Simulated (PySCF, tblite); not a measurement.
# C₅H₁₁FSi: geometry, infrared bands and NMR shifts

Aim: predict the infrared bands and NMR shifts of C₅H₁₁FSi (`CC(C)[C@@H]1[SiH2][C@@H]1F`).

Programs: tblite 0.8.0 and PySCF 2.14.0, with density-fitted response routines of our own. Each step states its level of theory. These are calculated values for one molecule in the gas phase, unless marked as measured. Atoms count from 0, in the outputs and in this text.

**1. Starting geometry**

18 atoms, charge 0, multiplicity 1; geometry from: force field or distance geometry start.

Bonds of the start (Å): C0–C1 1.52, C1–C2 1.55, C1–C3 1.50, C3–Si4 1.91, Si4–C5 1.81, C5–F6 1.39, C5–C3 1.50, C0–H7 1.10, C0–H8 1.09, C0–H9 1.09, C1–H10 1.11, C2–H11 1.08, C2–H12 1.09, C2–H13 1.09, C3–H14 1.07, Si4–H15 1.48, Si4–H16 1.48, C5–H17 1.08.

**2. Relaxing the molecule with GFN2-xTB**

The job: settings as JSON, then the geometry in Å.

```
{"job": {"kind": "relax", "xc": "GFN2-xTB", "basis": "xTB"}, "charge": 0, "multiplicity": 1}
C      0.781700     1.713400    -0.123400
C      0.543900     0.260200     0.269500
C      1.850800    -0.541800     0.070700
C     -0.568900    -0.355300    -0.531100
Si    -2.368600    -0.120400     0.059000
C     -1.284200    -1.572400    -0.024600
F     -0.832700    -2.127100     1.161600
H     -0.117400     2.322800     0.062200
H      1.597800     2.154300     0.455400
H      1.016300     1.801800    -1.182100
H      0.314000     0.227400     1.350600
H      2.660100    -0.112300     0.651300
H      2.131400    -0.542300    -0.977900
H      1.720200    -1.581000     0.377500
H     -0.446200    -0.246400    -1.590300
H     -3.150200     0.272100    -1.137400
H     -2.330000     0.821700     1.205800
H     -1.526700    -2.368500    -0.715400
```

Started as:

```
$ OMP_NUM_THREADS=1 python probes_run.py task.json out
```

The driver reads the jobs from task.json and runs them one after another.

The log of the run:

```text
step      E/eV     max force
  0    -618.01489    3.157
  1    -618.16616    1.000
  2    -618.20866    0.675
  3    -618.25176    0.541
  4    -618.28407    0.710
  5    -618.31510    0.684
  6    -618.33702    0.426
  7    -618.35285    0.322
  8    -618.36331    0.285
  9    -618.37362    0.367
 10    -618.38426    0.363
 11    -618.39125    0.235
 12    -618.39489    0.168
 13    -618.39692    0.119
 14    -618.39856    0.131
 15    -618.40011    0.120
 16    -618.40140    0.106
 17    -618.40255    0.096
 18    -618.40368    0.116
 19    -618.40463    0.089
 20    -618.40522    0.054
 21    -618.40560    0.047
 22    -618.40603    0.054
 23    -618.40670    0.089
 24    -618.40759    0.094
 25    -618.40845    0.085
 26    -618.40906    0.077
 27    -618.40952    0.051
 28    -618.40994    0.063
 29    -618.41033    0.044
 30    -618.41066    0.049
 31    -618.41101    0.053
 32    -618.41143    0.067
 33    -618.41194    0.067
 34    -618.41241    0.048
 35    -618.41274    0.051
 36    -618.41297    0.044
 37    -618.41318    0.043
 38    -618.41337    0.033
 39    -618.41353    0.028
 40    -618.41364    0.023
 41    -618.41370    0.020
 42    -618.41374    0.014
 43    -618.41376    0.014
 44    -618.41380    0.017
 45    -618.41385    0.024
 46    -618.41390    0.020
 47    -618.41393    0.015
 48    -618.41396    0.013
 49    -618.41398    0.014
 50    -618.41400    0.013
 51    -618.41401    0.008
```

Wall time 0.34 s (1 thread of Arm Neoverse V1, shared host).

Along the way: (not every step is listed)

| step | energy from step 0 (eV) | largest force (eV/Å) |
| --- | --- | --- |
| 0 | 0.0000 | 3.1566 |
| 1 | -0.1513 | 0.9998 |
| 2 | -0.1938 | 0.6747 |
| 3 | -0.2369 | 0.5414 |
| 4 | -0.2692 | 0.7096 |
| 5 | -0.3002 | 0.6842 |
| 6 | -0.3221 | 0.4257 |
| 7 | -0.3380 | 0.3221 |
| 8 | -0.3484 | 0.2854 |
| 11 | -0.3764 | 0.2352 |
| 14 | -0.3837 | 0.1306 |
| 17 | -0.3877 | 0.0961 |
| 20 | -0.3903 | 0.0545 |
| 23 | -0.3918 | 0.0887 |
| 26 | -0.3942 | 0.0766 |
| 29 | -0.3954 | 0.0441 |
| 32 | -0.3965 | 0.0670 |
| 35 | -0.3978 | 0.0505 |
| 38 | -0.3985 | 0.0326 |
| 41 | -0.3988 | 0.0199 |
| 44 | -0.3989 | 0.0174 |
| 46 | -0.3990 | 0.0201 |
| 47 | -0.3990 | 0.0151 |
| 48 | -0.3991 | 0.0130 |
| 49 | -0.3991 | 0.0137 |
| 50 | -0.3991 | 0.0129 |
| 51 | -0.3991 | 0.0079 |

Close pairs (by a distance rule), those that changed most:

| bond | before (Å) | after (Å) | change (Å) |
| --- | --- | --- | --- |
| Si4–C5 | 1.814 | 1.897 | +0.083 |
| Si4–H16 | 1.485 | 1.448 | -0.037 |
| C3–C5 | 1.500 | 1.533 | +0.033 |
| Si4–H15 | 1.482 | 1.450 | -0.032 |
| C1–C2 | 1.546 | 1.529 | -0.018 |
| C3–Si4 | 1.908 | 1.893 | -0.016 |
| C3–H14 | 1.072 | 1.087 | +0.015 |
| C1–C3 | 1.503 | 1.516 | +0.014 |

The next job starts from the end point, and lists it.

**3. Harmonic vibrations with GFN2-xTB**

The job: settings as JSON, then the geometry in Å.

```
{"job": {"kind": "ir", "xc": "GFN2-xTB", "basis": "xTB"}, "charge": 0, "multiplicity": 1}
C      0.845802     1.740776    -0.102786
C      0.590504     0.282940     0.269064
C      1.840837    -0.563619     0.030763
C     -0.572363    -0.270302    -0.531732
Si    -2.373961     0.036776    -0.038746
C     -1.287764    -1.518366    -0.001955
F     -0.843274    -2.001262     1.206960
H     -0.043822     2.340926     0.077585
H      1.664046     2.146193     0.487639
H      1.108050     1.823362    -1.155794
H      0.337361     0.230066     1.333122
H      2.673929    -0.185869     0.619358
H      2.122125    -0.540031    -1.020775
H      1.658288    -1.595786     0.318531
H     -0.338139    -0.339694    -1.590910
H     -3.380923     0.108386    -1.079776
H     -2.613258     0.671988     1.240440
H     -1.396197    -2.360166    -0.679308
```

The log of the run:

```text
mode    cm-1     km/mol
  1      67.2      0.88
  2     126.5      2.46
  3     164.0      1.88
  4     204.9      0.16
  5     228.2      0.78
  6     247.8      3.17
  7     315.9      4.18
  8     323.9      0.63
  9     423.3      3.40
 10     445.1      2.42
 11     482.6     74.99
 12     524.1    131.11
 13     569.0      8.61
 14     671.9     13.10
 15     712.1    127.21
 16     744.3     27.48
 17     842.2     46.48
 18     939.1     19.91
 19     949.4      2.02
 20     954.0     45.63
 21     984.7      4.72
 22    1001.0     13.03
 23    1053.1     15.19
 24    1131.8     30.17
 25    1149.3      3.84
 26    1160.1      0.81
 27    1198.4     28.21
 28    1241.3      1.80
 29    1278.6     18.51
 30    1317.9      2.87
 31    1355.8     12.87
 32    1405.7      4.52
 33    1418.8      1.91
 34    1494.8      0.10
 35    1497.1      1.90
 36    1505.2      2.09
 37    1506.6      3.25
 38    2375.7    191.50
 39    2401.2    345.92
 40    2939.7     27.44
 41    2987.1     13.61
 42    2998.7     52.43
 43    3019.3     12.95
 44    3024.5     59.99
 45    3028.4     52.34
 46    3030.4     46.69
 47    3037.9     50.71
 48    3047.3     21.79
```

It took 0.59 s on 1 thread of Arm Neoverse V1, shared host.

The strongest bands and the atoms that carry them (share of the mass-weighted mode):

| cm⁻¹ | km/mol | atoms |
| --- | --- | --- |
| 483 | 75.0 | H15 41 %, H16 28 %, Si4 18 % |
| 524 | 131.1 | H15 45 %, H16 42 %, Si4 11 % |
| 712 | 127.2 | H16 47 %, H15 39 % |
| 2376 | 191.5 | H15 89 % |
| 2401 | 345.9 | H16 88 % |
| 2999 | 52.4 | H14 47 %, H17 44 % |
| 3024 | 60.0 | H7 61 %, H12 11 %, H11 11 % |
| 3028 | 52.3 | H9 61 %, H8 12 % |

**4. Nuclear shieldings: PBE0/pcSseg-1**

The job, as its differences from that of step 3:

```diff
@@ -1,2 +1,2 @@
-{"job": {"kind": "ir", "xc": "GFN2-xTB", "basis": "xTB"}, "charge": 0, "multiplicity": 1}
+{"job": {"kind": "nmr", "xc": "PBE0", "basis": "pcSseg-1"}, "charge": 0, "multiplicity": 1}
 C      0.845802     1.740776    -0.102786
```

Level: GIAO PBE0/pcSseg-1 NMR shielding, non-relativistic, gas phase.

The log of the run:

```text
coarse grid: 14960 points
cycle   1  E = -585.8140237676  dE =  6.608e-01  |g| = 5.514e-01  |ddm| = 3.678e+00
cycle   2  E = -585.7684590508  dE =  4.556e-02  |g| = 7.412e-01  |ddm| = 1.189e+00
cycle   3  E = -585.8815736744  dE = -1.131e-01  |g| = 6.112e-02  |ddm| = 7.373e-01
cycle   4  E = -585.8821895576  dE = -6.159e-04  |g| = 2.664e-02  |ddm| = 7.111e-02
cycle   5  E = -585.8823478750  dE = -1.583e-04  |g| = 4.907e-03  |ddm| = 2.437e-02
cycle   6  E = -585.8823528869  dE = -5.012e-06  |g| = 1.758e-03  |ddm| = 6.118e-03
final grid: 138664 points
cycle   7  E = -585.9314804518  dE = -4.884e-05  |g| = 7.498e-03  |ddm| = 3.376e-02
cycle   8  E = -585.9314713106  dE =  9.141e-06  |g| = 9.585e-03  |ddm| = 1.593e-02
cycle   9  E = -585.9314947205  dE = -2.341e-05  |g| = 1.061e-03  |ddm| = 9.764e-03
cycle  10  E = -585.9314949621  dE = -2.416e-07  |g| = 3.172e-04  |ddm| = 1.362e-03
cycle  11  E = -585.9314949837  dE = -2.166e-08  |g| = 6.366e-05  |ddm| = 2.639e-04
cycle  12  E = -585.9314949846  dE = -8.720e-10  |g| = 2.504e-05  |ddm| = 8.993e-05
converged SCF energy = -585.9314949846

GIAO shielding tensors (ppm)
atom      isotropic    diamagn.    paramagn.     s11        s22        s33       span
  0 C      158.646     247.371     -88.725    136.158    152.967    186.814     50.656
  1 C      158.236     243.363     -85.127    148.111    159.510    167.086     18.975
  2 C      160.059     247.467     -87.408    145.259    147.891    187.027     41.767
  3 C      157.446     254.956     -97.510    126.585    147.562    198.191     71.605
  4 Si     495.065     881.738    -386.673    386.994    415.427    682.773    295.779
  5 C      105.605     244.795    -139.191     41.597     82.999    192.217    150.620
  6 F      449.658     474.716     -25.059    420.532    428.978    499.464     78.931
  7 H       30.374      30.826      -0.452     25.260     29.469     36.393     11.133
  8 H       30.418      30.198       0.220     25.944     27.769     37.542     11.599
  9 H       30.634      30.798      -0.164     27.706     28.464     35.732      8.026
 10 H       30.018      33.086      -3.068     26.731     29.635     33.688      6.957
 11 H       30.459      30.125       0.334     25.958     27.643     37.775     11.816
 12 H       30.897      31.014      -0.117     27.956     28.509     36.226      8.270
 13 H       30.028      30.762      -0.734     24.363     29.764     35.956     11.593
 14 H       30.799      33.744      -2.945     26.248     29.035     37.115     10.867
 15 H       29.165      30.049      -0.884     23.907     25.883     37.705     13.797
 16 H       28.972      30.647      -1.675     23.990     27.823     35.105     11.116
 17 H       26.184      29.671      -3.487     22.001     26.111     30.440      8.439
```

It took 27 s on 1 thread of Arm Neoverse V1, shared host; peak memory 0.76 GiB.

The references, computed at this level on geometries of the same kind, shield at (ppm): 1H TMS 31.72, 13C TMS 186.9, 29Si TMS 349.2, 19F CFCl3 170.9. Their shielding less the atom's gives the shift. The references are single molecules in the gas phase, so shifts against H2O, NH3, PH3, H3PO4 or CFCl3 are not on the usual liquid scales and can be off by tens of ppm. Atoms listed in one row are averaged.

| atoms | environment | σ (ppm) | δ (ppm) | δ scaled to CDCl3 |
| --- | --- | --- | --- | --- |
| C5 | three-membered-ring carbon bearing a halogen | 105.6 | 81.3 | 77.5 |
| C3 | three-membered-ring carbon | 157.4 | 29.5 | 26.9 |
| C1 | sp3 CH | 158.2 | 28.7 | 26.1 |
| C0 | methyl carbon | 158.6 | 28.3 | 25.7 |
| C2 | methyl carbon | 160.1 | 26.9 | 24.3 |
| H17 | hydrogen on a three-membered-ring carbon bearing a halogen | 26.18 | 5.53 | 5.32 |
| H16 | hydrogen on a silicon bonded to 2 C, in a 3-membered ring | 28.97 | 2.74 | – |
| H15 | hydrogen on a silicon bonded to 2 C, in a 3-membered ring | 29.17 | 2.55 | – |
| H10 | hydrogen on an sp3 CH | 30.02 | 1.70 | 1.71 |
| H11, H12, H13 | hydrogen on a methyl carbon | 30.46 | 1.26 | 1.29 |
| H7, H8, H9 | hydrogen on a methyl carbon | 30.48 | 1.24 | 1.28 |
| H14 | hydrogen on a three-membered-ring carbon | 30.80 | 0.92 | 0.97 |
| Si4 | silicon bonded to 2 C, 2 H, in a 3-membered ring | 495.1 | -145.9 | – |
| F6 | fluorine on an sp3 carbon | 449.7 | -278.7 | – |

The scaled column applies a straight-line fit of computed shieldings to shifts measured in CDCl3, and one for carbons that bear F (root-mean-square error 0.16 ppm for H, 1.9 ppm for C).

The run also stored atomic charges by several schemes (e):

| atoms | Mulliken | IAO | Hirshfeld | ESP fit |
| --- | --- | --- | --- | --- |
| C0 | -0.19 | -0.41 | -0.12 | -0.66 |
| C1 | -0.32 | -0.08 | -0.02 | 0.51 |
| C2 | -0.19 | -0.42 | -0.12 | -0.54 |
| C3 | -0.44 | -0.37 | -0.12 | -0.29 |
| Si4 | 0.49 | 0.58 | 0.29 | 0.13 |
| C5 | 0.06 | -0.07 | -0.03 | -0.19 |
| F6 | -0.32 | -0.31 | -0.10 | -0.17 |

Mayer bond orders: C0–C1 1.03, C1–C2 1.02, C1–C3 0.97, C3–Si4 0.92, Si4–C5 0.93, C5–F6 0.87, C5–C3 0.87.

Ring of atoms C3, Si4, C5: NICS(0) -22.6, NICS(1) -7.7, NICS(1)zz -13.7 ppm (means of both faces; NICS(1) differs between them: -9.9 and -5.4).

The two faces differ (NICS(1)zz -8.0 and -19.3 ppm).

In rings of three or four atoms NICS is ruled by the nearby σ bonds, so it says little on aromaticity.

**5. Outcome**

```
                                                              quantity                                         value
                             strongest single infrared mode (GFN2-xTB)                         2401 cm⁻¹, 346 km/mol
                                          zero-point energy (GFN2-xTB)                                 90.8 kcal/mol
                                13C shifts against TMS (PBE0/pcSseg-1)              81.3, 29.5, 28.7, 28.3, 26.9 ppm
1H shifts against TMS (PBE0/pcSseg-1, means over atoms taken as alike)  5.53, 2.74, 2.55, 1.70, 1.26, 1.24, 0.92 ppm
                               29Si shifts against TMS (PBE0/pcSseg-1)                                    -145.9 ppm
                              19F shifts against CFCl3 (PBE0/pcSseg-1)                                    -278.7 ppm
```

**Reading.** Over 51 steps the energy fell by 0.399 eV; of the close pairs, Si4–C5 changed most, 1.814 to 1.897 Å. No mode is imaginary among the 48: a minimum at this level. The strongest single mode, at 2401 cm⁻¹, moves mainly H16. GFN2-xTB is a fitted tight-binding method: band positions and strengths are rough. Its intensities can rank the bands wrongly. C5 (three-membered-ring carbon bearing a halogen) lies farthest downfield among carbon, at 81.3 ppm; pulled downfield by the heteroatom. The most deshielded hydrogen is H17 (hydrogen on a three-membered-ring carbon bearing a halogen), at 5.53 ppm: its carbon carries F, hence the downfield position. At PBE0/pcSseg-1: Shielding is most anisotropic at Si4 (span 296 ppm, paramagnetic term -387 ppm).
